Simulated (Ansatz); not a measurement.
# CsLiCr2Te2S3 (P3m1) in Ansatz: reference runs

Reference runs on CsLiCr2Te2S3: the cell as given and a disturbed copy.

All numbers are computed with Ansatz 0.2.0; they aren't measurements. Logs are shortened: lines on timing, memory, paths and dates and some standing lists are left out, and cuts for length are marked.

## (1) The crystal as given

It takes space group P3m1 (No. 156, trigonal). Conventional cell: a = 3.604 Å, b = 3.604 Å, c = 19.067 Å, α = 90.00°, β = 90.00°, γ = 120.00°. Around Cs (site symmetry 3m) lie 3 S at 3.38 Å and 6 Cs at 3.60 Å and 3 Te at 3.77 Å. Around Li (site symmetry 3m) lie 6 S at 2.63 to 2.66 Å. Cr (site symmetry 3m) is surrounded by 3 S at 2.40 Å and 3 Te at 2.74 Å. Cr (site symmetry 3m) has 6 S at 2.43 to 2.45 Å as nearest neighbours. Te (site symmetry 3m) is surrounded by 6 Te at 3.60 Å and 3 Cs at 3.77 Å. Around Te (site symmetry 3m) lie 3 Cr at 2.74 Å. S (site symmetry 3m) is surrounded by 3 Cr at 2.45 Å and 3 Li at 2.63 Å. S (site symmetry 3m) is surrounded by 3 Cr at 2.40 Å and 3 Li at 2.66 Å.

The cell was built by a generator and needn't be a form met in nature.

## (2) Single point, PBE, collinear spin, ferromagnetic start

input

```
crystal:
  lattice:
    - [3.60358, 0.0, 0.0]
    - [-1.80179, 3.12079, 0.0]
    - [0.0, 0.0, 19.06651]
  atoms:
    - { symbol: Cs, position: [0.0, 0.0, 0.37399] }
    - { symbol: Li, position: [0.66667, 0.33333, 0.01607] }
    - { symbol: Cr, position: [0.0, 0.0, 0.86637], spin: 3.0 }
    - { symbol: Cr, position: [0.33333, 0.66667, 0.16833], spin: 3.0 }
    - { symbol: Te, position: [0.33333, 0.66667, 0.53891] }
    - { symbol: Te, position: [0.66667, 0.33333, 0.77276] }
    - { symbol: S, position: [0.0, 0.0, 0.1003] }
    - { symbol: S, position: [0.33333, 0.66667, 0.9292] }
    - { symbol: S, position: [0.66667, 0.33333, 0.23408] }
hamiltonian:
  xc: pbe
  pseudopotentials: { kind: paw }
magnetization:
  spin_polarized: true
kpoints:
  mp_grid: { grid: [9, 9, 2] }
scf:
  occupations: { method: fermi_dirac, width: 0.05 }
output:
  forces: true
  stress: true
  eigenvalues: true
```

Potentials or basis: Ansatz PAW.

What it wrote:

```text
Warning: the atoms were moved onto the symmetric positions of the space group found under crystal.symmetry.tolerance 1.0e-5 (fractional; no operation is sought that the atoms, as they stand in a round, miss by more than twice it, and no atom is moved by as much as it), and the run uses the moved positions. Before a round's move an operation carried an atom to 3.60e-5 Å from where it should land, the largest such distance. Atom 1 (counting from 0) moved farthest, by 2.08e-5 Å; the longest move in fractions of the cell, of whichever atom, is 0.47 of the tolerance, in 1 round. To run the atoms as typed, lower crystal.symmetry.tolerance until the operations that they miss are no longer found, or set crystal.symmetry.detect: false (a key that needs symmetry detection or time reversal refuses this as the deck is read). The positions used, in the order of the run's atom list: position: [0.0, 0.0, 0.37399]; position: [0.6666666666666666, 0.3333333333333333, 0.01607]; position: [0.0, 0.0, 0.86637]; position: [0.3333333333333333, 0.6666666666666666, 0.16833]; position: [0.3333333333333333, 0.6666666666666666, 0.53891]; position: [0.6666666666666666, 0.3333333333333333, 0.77276]; position: [0.0, 0.0, 0.1003]; position: [0.3333333333333333, 0.6666666666666666, 0.9292]; position: [0.6666666666666666, 0.3333333333333333, 0.23408]; The lattice was moved too: crystal.lattice keeps the space group found at crystal.symmetry.tolerance 1.0e-5 only nearly: the operation that it misses by the most changes a squared length by the fraction 1.01e-6. The run uses the lattice that is a stretch of the typed one, with no rotation, onto the one that keeps every operation to a double's rounding (on a very oblique basis the stretch itself rounds by more); the deck's lattice vector that moved farthest moved by 1.05e-6 Å. To run the lattice as typed, set crystal.symmetry.tolerance under 1.01e-6, the least fraction by which an operation that the lattice misses changes a squared length (the same key also sets how far an atom may lie from its image, so lowering it can lose operations that the atoms keep only within it), or set crystal.symmetry.detect: false, as for the atoms. crystal.lattice made exact, in Å and degrees: [[3.603578946584446, 0.0, 0.0], [-1.801789473292223, 3.120790912284897, 0.0], [0.0, 0.0, 19.06651]]. Pasted over the deck's crystal.lattice, beside positions in fractional coordinates, it runs the same cell (given as lengths and angles, that cell in the form's own orientation, a rigid turn of the misfit's size from the one run here, for which a checkpoint.post_process_only pass over this run's state can be refused: where this run relaxes nothing, give such a pass this deck's own crystal.lattice, as typed; behind a relaxation, as crystal.lattice, the state's own cell, identity.cell in its checkpoint.json), and a matrix so pasted ends this notice, except on a very skew basis of the lattice, where the rounding of the pasted numbers themselves can read as a misfit: the cell is then moved again, and that move is told again. The lattice as run is in this notice's lattice.as_run_ang field (Run.prep()["deck_notices"] in Python, the deck_notice line of an events file, deck_notices of ansatz run --dry-run=json, or deck_notices in record.json in the deck's checkpoint.write directory).
GPUs: using 1 of 1 available (devices: 1).
Engine: ansatz 0.2.0, x86_64-unknown-linux-gnu
Pseudopotentials: kind: paw
Pseudopotential: Cs, paw, valence charge 9, recommended cutoff 420 eV (normal), Cs.paw.azcp
Pseudopotential: Li, paw, valence charge 3, recommended cutoff 420 eV (normal), Li.paw.azcp
Pseudopotential: Cr, paw, valence charge 14, recommended cutoff 420 eV (normal), Cr.paw.azcp
Pseudopotential: Te, paw, valence charge 16, recommended cutoff 420 eV (normal), Te.paw.azcp
Pseudopotential: S, paw, valence charge 6, recommended cutoff 420 eV (normal), S.paw.azcp
Functional definition: PBE
  parameter kappa = 0.804
  parameter beta = 0.06672455060314922
  exchange = pbe_x(kappa = kappa, mu = beta*pi^2/3)
  correlation = pbe_c(beta = beta)
device memory: the entry about to start is reckoned to put 7.0 GiB on a device that reports 63.9 GiB free (of which the cap on the GPU budget leaves the run 18.0 GiB)
GPU FFT provider: cuFFT
GPU libraries: cuBLAS 13.8.2, cuFFT 12.4.0, cuSOLVER 12.3.4
Crystal: 9 atoms, lattice volume = 214.422 Å³
Basis set: ecut = 420 eV, 4167 PW (Γ), exchange–correlation on 50×50×256 points (8 copies of the dense FFT grid, shifted against one another)
Bands: 58, of which v1, the nominal top of the filled ones, is band 45 counted from 1 (44 counted from 0)
Symmetry: 6 space group operations
Space group: P3m1 (ITA 156), of the structure as read, at distance tolerance 6.0e-5 Å
Magnetic group: BNS 156.49 (UNI 1279), of the structure as read, at distance tolerance 6.0e-5 Å
k-points: 24 of 162 (time reversal used)
Non-local potential: Cs, projectors of the file, l = 0: 3, l = 1: 2, l = 2: 2, l = 3: 2
Non-local potential: Li, projectors of the file, l = 0: 3, l = 1: 2, l = 2: 1
Non-local potential: Cr, projectors of the file, l = 0: 3, l = 1: 2, l = 2: 3, l = 3: 1
Non-local potential: Te, projectors of the file, l = 0: 2, l = 1: 2, l = 2: 2, l = 3: 2
Non-local potential: S, projectors of the file, l = 0: 2, l = 1: 2, l = 2: 2
PAW form: soft (Blöchl's): semilocal exchange-correlation on the pseudo side does not see the compensation charge
PAW one-centre angular grid: Cs, 194 points (default); XC on 64 Gauss nodes
[... 44 lines left out ...]
SCF iter  30: F=—  HF=-29302.833004 eV  |F-HF|=—  |Δ(HF+E_count)|=   2.78e-8  Δρ=1.45e-6 (↑1.45e-6 ↓1.12e-6)  dr2=2.76e-7  dr2_m=2.60e-10  M=5.643 μB ∫|m|=6.668 μB  β_m=0.82  ethr=6.09e-10  ⟨swp⟩=1.0  Hψ=2784  notcnv=0  defer=96
SCF iter  31: F=—  HF=-29302.833004 eV  |F-HF|=—  |Δ(HF+E_count)|=   2.19e-8  Δρ=3.77e-6 (↑3.77e-6 ↓1.86e-6)  dr2=2.46e-7  dr2_m=1.97e-9  M=5.643 μB ∫|m|=6.668 μB  β_m=0.75  ethr=3.06e-10  ⟨swp⟩=2.0  Hψ=3060  notcnv=0  defer=96
SCF iter  32: F=-29302.833004 eV  HF=-29302.833004 eV  |F-HF|=6.95e-8  |Δ(HF+E_count)|=   1.41e-8  Δρ=2.20e-6 (↑2.20e-6 ↓1.61e-6)  dr2=7.54e-8  dr2_m=2.89e-10  M=5.643 μB ∫|m|=6.668 μB  ethr=1.11e-10  ⟨swp⟩=12.9  Hψ=11622  notcnv=0
SCF 1 converged in 32 iterations: F = -29302.833004 eV  dr2 = 7.54e-8
SCF converged after 32 iterations
Magnetization: 5.6434 μB (47.8217 up, 42.1783 down)
Absolute magnetization: 6.6691 μB (∫|ρ↑−ρ↓|, with the PAW one-centre terms)
Spin contamination: 0.2986 ħ² per cell (⟨S²⟩ above its minimum at these occupations)
Per-site moments (μB) at R_I (Å): [(0.001091938004428955, 1.3954856731194367), (-0.0056489952299784325, 1.0841564354089643), (2.5828519578489897, 0.9903157806638262), (2.738825779762395, 1.0019729821863483), (-0.006704733730521681, 1.486476315466084), (-0.14540318217287404, 1.1307438306979916), (-0.04617684979120382, 1.0113443744749768), (-0.05901123263892136, 0.9903157806638262), (-0.05797173061095078, 1.0019729821863483)]
Free energy (F): -29302.833004 eV
Harris-Foulkes:  -29302.833004 eV  (|F-HF|=6.95e-8)
Internal energy: -29302.808309 eV  (E = F + TS)
E sigma→0 (E₀):  -29302.820656 eV
Entropy (-TS):   -0.024695 eV (-2.744 meV/atom)
Fermi energy:    8.053489 eV
--- Per-component energies (eV) ---
  E_band       = -1212.231146
  E_kinetic    = 1530.101857
  E_local      = -10479.812928  (includes V_loc(G=0)·N_el)
  E_nonlocal   = -375.091479
  E_hartree    = 5185.442274
  E_xc         = -1003.728756
  E_vxc        = -966.301282  (∫ρ·V_xc dr)
  E_paw        = -18607.609708  (= ΣΔE_a)
  E_vpaw       = -1291.997426  (= ΣTr[D̂ρ^β])
  E_aug_tail   = 0.000368  (compensation charges beyond the density's cutoff)
  E_ewald      = -5552.109936
  E_smearing   = -0.024695  (= −TS)
  E_closure    = 0.000000  (closes the sum)
  Σ components = -29302.833004   (vs F -29302.833004, Δ=0.00e0)
--- Forces (eV/Å), atoms counted from 1 ---
  atom   1  Cs     0.00000000     0.00000000     0.03277293
  atom   2  Li     0.00000000     0.00000000     0.02117092
  atom   3  Cr     0.00000000     0.00000000    -0.02161984
  atom   4  Cr     0.00000000     0.00000000     0.00575350
  atom   5  Te     0.00000000     0.00000000    -0.01440484
  atom   6  Te     0.00000000     0.00000000     0.03220759
  atom   7  S     -0.00000000     0.00000000    -0.01348128
  atom   8  S      0.00000000     0.00000000    -0.02368054
  atom   9  S      0.00000000     0.00000000    -0.01846489
  max |Σ_I F_I| component: 2.54e-4 eV/Å
--- Stress (GPa, compression-positive) ---
        0.084069       0.000000       0.000000
        0.000000       0.084069       0.000000
        0.000000       0.000000      -0.101457
  P = ⅓ Tr σ = 0.0222 GPa (0.222 kbar)
--- Band table (eV; the first three rows and the last of 48) ---
  k-point 0 ↑: bands = ["-65.0344", "-64.6688", "-38.2659", "-36.3919", "-36.3677", "-36.3677", "-36.0323", "-36.0323", "-36.0145", "-28.4657", "-28.4657", "-28.4208", "-28.4208", "-28.3527", "-28.3527", "-28.3331", "-28.2664", "-28.2664", "-28.2073", "-15.3587", "-5.9851", "-5.6399", "-4.6207", "-3.6231", "-3.4024", "-1.6908", "-0.6096", "-0.6096", "2.6469", "3.2836", "4.1924", "4.1924", "4.6294", "4.6294", "5.6913", "5.9487", "6.3380", "6.3380", "6.6350", "6.6350", "6.6761", "7.0466", "7.0466", "7.0807", "7.6311", "8.5412", "8.5412", "9.4769", "9.8059", "9.8059", "10.2553", "10.2553", "10.8120", "10.8120", "12.0159", "12.4597", "12.4597", "12.7081"]
  k-point 1 ↑: bands = ["-65.0344", "-64.6688", "-38.2659", "-36.3919", "-36.3677", "-36.3677", "-36.0323", "-36.0323", "-36.0145", "-28.4657", "-28.4657", "-28.4208", "-28.4208", "-28.3526", "-28.3526", "-28.3331", "-28.2664", "-28.2664", "-28.2073", "-15.3587", "-5.9851", "-5.6398", "-4.6210", "-3.6203", "-3.4052", "-1.6903", "-0.6096", "-0.6096", "2.6339", "3.3090", "4.1924", "4.1924", "4.6294", "4.6294", "5.4974", "6.3380", "6.3380", "6.3504", "6.4525", "6.6350", "6.6350", "7.0467", "7.0467", "7.0900", "7.6158", "8.5412", "8.5412", "9.4826", "9.8059", "9.8059", "10.2553", "10.2553", "10.8121", "10.8121", "12.1298", "12.4597", "12.4597", "12.4772"]
  k-point 2 ↑: bands = ["-65.0343", "-64.6686", "-38.2656", "-36.3916", "-36.3700", "-36.3683", "-36.0345", "-36.0329", "-36.0143", "-28.4657", "-28.4640", "-28.4208", "-28.4191", "-28.3532", "-28.3528", "-28.3321", "-28.2670", "-28.2666", "-28.2064", "-15.2998", "-5.8683", "-5.5389", "-4.5756", "-3.5057", "-3.2717", "-1.6372", "-1.0376", "-0.7013", "2.7637", "3.4013", "3.9643", "4.2473", "4.3082", "4.6507", "5.7783", "5.8857", "6.0568", "6.1978", "6.4971", "6.5539", "6.6515", "6.7434", "7.2082", "7.2775", "7.4813", "8.3791", "8.4916", "9.2221", "9.3314", "9.7041", "9.9403", "9.9872", "10.0169", "10.6054", "11.8054", "12.5623", "12.8279", "13.2409"]
  k-point 23 ↓: bands = ["-62.0323", "-61.8246", "-38.2660", "-33.4359", "-33.4357", "-33.4232", "-33.2615", "-33.2278", "-33.2250", "-28.4584", "-28.4584", "-28.4475", "-28.4472", "-28.3865", "-28.3864", "-28.3547", "-28.2710", "-28.2710", "-28.1993", "-14.7332", "-4.6051", "-4.4950", "-4.3656", "-2.8506", "-2.7080", "-2.0619", "-1.3788", "-1.3208", "3.2664", "3.3363", "3.3586", "3.4697", "3.6998", "3.9806", "4.7178", "4.7995", "5.1878", "5.4462", "5.5383", "5.5638", "5.6009", "6.2338", "7.4089", "9.4387", "9.6808", "9.8781", "9.9179", "9.9648", "10.0126", "10.3309", "10.4424", "10.5445", "10.9096", "11.5732", "11.8543", "12.8326", "13.0561", "13.2224"]
```

It took 7.5 s on 1 × NVIDIA H100 80GB HBM3 with 2 threads of AMD EPYC 7R13 (Zen 3), shared host; peak memory 1.4 GiB.

What came out:

| Item | Value |
| --- | --- |
| Free energy | -29302.8330 eV |
| Pressure | 0.0 GPa |
| Largest force | 0.033 eV/Å |
| Band gap on the k mesh | none (metal or under the smearing width) |
| Net moment | 5.64 μB per cell |
| Absolute moment | 6.67 μB per cell |
| Site moments | Cs +0.00; Li -0.01; Cr +2.58, +2.74; Te -0.01, -0.15; S -0.05, -0.06 μB |

Forces on the atoms (eV/Å):
```
Cs   0.000  0.000  0.033
Li   0.000  0.000  0.021
Cr   0.000  0.000 -0.022
Cr   0.000  0.000  0.006
Te   0.000  0.000 -0.014
Te   0.000  0.000  0.032
S    0.000  0.000 -0.013
S    0.000  0.000 -0.024
S    0.000  0.000 -0.018
```

Levels at points of the mesh, in eV from the Fermi level:
Spin up:
```tsv
k point	band 44	band 45	band 46	band 47	band 48	band 49	band 50	band 51	band 52	band 53
(0.00, 0.00, 0.00)	-0.97	-0.42	0.49	0.49	1.42	1.75	1.75	2.20	2.20	2.76
(0.00, 0.00, -0.50)	-0.96	-0.44	0.49	0.49	1.43	1.75	1.75	2.20	2.20	2.76
```
Spin down:
| k point | band 40 | band 41 | band 42 | band 43 | band 44 | band 45 |
| --- | --- | --- | --- | --- | --- | --- |
| (0.00, 0.00, 0.00) | 0.78 | 0.78 | 1.06 | 1.06 | 1.22 | 1.22 |
| (0.00, 0.00, -0.50) | 0.78 | 0.78 | 1.06 | 1.06 | 1.22 | 1.22 |

Caveat: only a ferromagnetic start was run, and an antiferromagnetic order may lie lower in energy. Spin-orbit coupling is left out, which matters for the levels of Cs, Te.

## (3) Single point, PBE, collinear spin, ferromagnetic start (atoms moved at random, drawn with an rms of 0.05 Å)

input

```
crystal:
  lattice:
    - [3.60358, 0.0, 0.0]
    - [-1.80179, 3.12079, 0.0]
    - [0.0, 0.0, 19.06651]
  atoms:
    - { symbol: Cs, position: [-0.011672, 0.001466, 0.372672] }
    - { symbol: Li, position: [0.656799, 0.336583, 0.018093] }
    - { symbol: Cr, position: [0.005884, -0.003951, 0.868087], spin: 3.0 }
    - { symbol: Cr, position: [0.3391, 0.667415, 0.167824], spin: 3.0 }
    - { symbol: Te, position: [0.325616, 0.658894, 0.536628] }
    - { symbol: Te, position: [0.660254, 0.331554, 0.7747] }
    - { symbol: S, position: [-0.011514, -0.013582, 0.098889] }
    - { symbol: S, position: [0.342754, 0.676461, 0.929278] }
    - { symbol: S, position: [0.661331, 0.341025, 0.23365] }
hamiltonian:
  xc: pbe
  pseudopotentials: { kind: paw }
magnetization:
  spin_polarized: true
kpoints:
  mp_grid: { grid: [9, 9, 2] }
scf:
  occupations: { method: fermi_dirac, width: 0.05 }
output:
  forces: true
  stress: true
  eigenvalues: true
  write_density: true
  write_potential: true
  elf: true
  volumetric_format: npy
```

Potentials or basis: Ansatz PAW.

What it wrote:

```text
GPUs: using 1 of 1 available (devices: 1).
[... 3 set-up lines as earlier in the session ...]
[... 112 lines left out ...]
  max |Σ_I F_I| component: 1.63e-4 eV/Å
--- Stress (GPa, compression-positive) ---
        0.436239       0.035139      -0.044613
        0.035139       0.063360      -0.484517
       -0.044612      -0.484517       0.392452
  P = ⅓ Tr σ = 0.2974 GPa (2.974 kbar)
--- Band table (eV; the first three rows and the last of 164) ---
  k-point 0 ↑: bands = ["-65.1333", "-64.6402", "-38.2704", "-36.4929", "-36.4680", "-36.4630", "-36.0119", "-36.0035", "-35.9834", "-28.4220", "-28.4220", "-28.4020", "-28.4016", "-28.3344", "-28.3325", "-28.3137", "-28.2242", "-28.2241", "-28.1655", "-15.3358", "-6.0624", "-5.6723", "-4.7265", "-3.5964", "-3.3785", "-1.6664", "-0.5868", "-0.5855", "2.5953", "3.2581", "4.1071", "4.1422", "4.5270", "4.5893", "5.7370", "5.9201", "6.1972", "6.2370", "6.6187", "6.6521", "6.6751", "6.8993", "6.9931", "7.0382", "7.7081", "8.5780", "8.6402", "9.4943", "9.5999", "9.7426", "10.2871", "10.2892", "10.8177", "10.8838", "11.9961", "12.4736", "12.4812", "12.6485"]
  k-point 1 ↑: bands = ["-65.1333", "-64.6402", "-38.2704", "-36.4929", "-36.4680", "-36.4630", "-36.0119", "-36.0035", "-35.9834", "-28.4220", "-28.4220", "-28.4020", "-28.4016", "-28.3344", "-28.3325", "-28.3137", "-28.2242", "-28.2241", "-28.1655", "-15.3358", "-6.0624", "-5.6723", "-4.7268", "-3.5940", "-3.3810", "-1.6659", "-0.5868", "-0.5855", "2.5839", "3.2805", "4.1070", "4.1422", "4.5270", "4.5893", "5.5281", "6.1952", "6.2363", "6.3355", "6.4342", "6.6196", "6.6695", "6.9039", "6.9959", "7.0446", "7.6932", "8.5780", "8.6401", "9.4995", "9.6000", "9.7429", "10.2871", "10.2892", "10.8178", "10.8839", "12.1177", "12.4132", "12.4778", "12.4814"]
  k-point 2 ↑: bands = ["-65.1332", "-64.6401", "-38.2702", "-36.4927", "-36.4701", "-36.4636", "-36.0130", "-36.0052", "-35.9832", "-28.4220", "-28.4203", "-28.4018", "-28.4001", "-28.3348", "-28.3327", "-28.3128", "-28.2247", "-28.2244", "-28.1645", "-15.2768", "-5.9468", "-5.5711", "-4.6803", "-3.4802", "-3.2478", "-1.6129", "-1.0143", "-0.6785", "2.7074", "3.3718", "3.9068", "4.1560", "4.2668", "4.5505", "5.6949", "5.9118", "5.9917", "6.1516", "6.5140", "6.5321", "6.5687", "6.7315", "7.0931", "7.2788", "7.4842", "8.4207", "8.5690", "9.1502", "9.2551", "9.6449", "9.9612", "10.0045", "10.0533", "10.6754", "11.8150", "12.5636", "12.8465", "13.1984"]
  k-point 81 ↓: bands = ["-62.1265", "-61.8192", "-38.2711", "-33.5363", "-33.5207", "-33.5143", "-33.2509", "-33.2388", "-33.2078", "-28.4353", "-28.4237", "-28.4218", "-28.4107", "-28.3668", "-28.3653", "-28.3361", "-28.2296", "-28.2267", "-28.1591", "-14.8336", "-4.9450", "-4.8166", "-4.4830", "-3.1532", "-2.4953", "-1.9366", "-1.4787", "-1.2645", "2.8307", "3.0164", "3.3639", "3.8578", "4.4434", "4.7789", "4.8893", "5.0519", "5.1556", "5.3069", "5.6845", "6.3517", "6.7746", "7.0911", "8.1100", "8.9254", "9.2311", "9.7032", "9.8768", "9.9078", "9.9481", "10.1361", "10.4602", "10.6393", "10.7007", "11.0379", "11.8018", "12.9349", "13.0943", "13.4691"]
```

Wall time 65 s (1 × NVIDIA H100 80GB HBM3 with 2 threads of AMD EPYC 7R13 (Zen 3), shared host); peak memory 1.9 GiB.

What came out:

```
Free energy            : -29302.8025 eV
Pressure               : 0.3 GPa
Largest force          : 0.369 eV/Å
Band gap on the k mesh : none (metal or under the smearing width)
Net moment             : 5.64 μB per cell
Absolute moment        : 6.65 μB per cell
Site moments           : Cs +0.00; Li -0.01; Cr +2.54, +2.71; Te -0.01, -0.14; S -0.04, -0.06 μB
```

Forces on the atoms (eV/Å):
```
Cs   0.011  0.002  0.078
Li   0.029 -0.025 -0.069
Cr  -0.151  0.188 -0.135
Cr  -0.366 -0.033 -0.035
Te  -0.011  0.012  0.010
Te   0.124  0.029 -0.050
S    0.107  0.236  0.132
S    0.010 -0.225  0.172
S    0.248 -0.184 -0.104
```

Caveat: only a ferromagnetic start was run, and an antiferromagnetic order may lie lower in energy. The run has no spin-orbit coupling, so splittings on Cs, Te are missing.
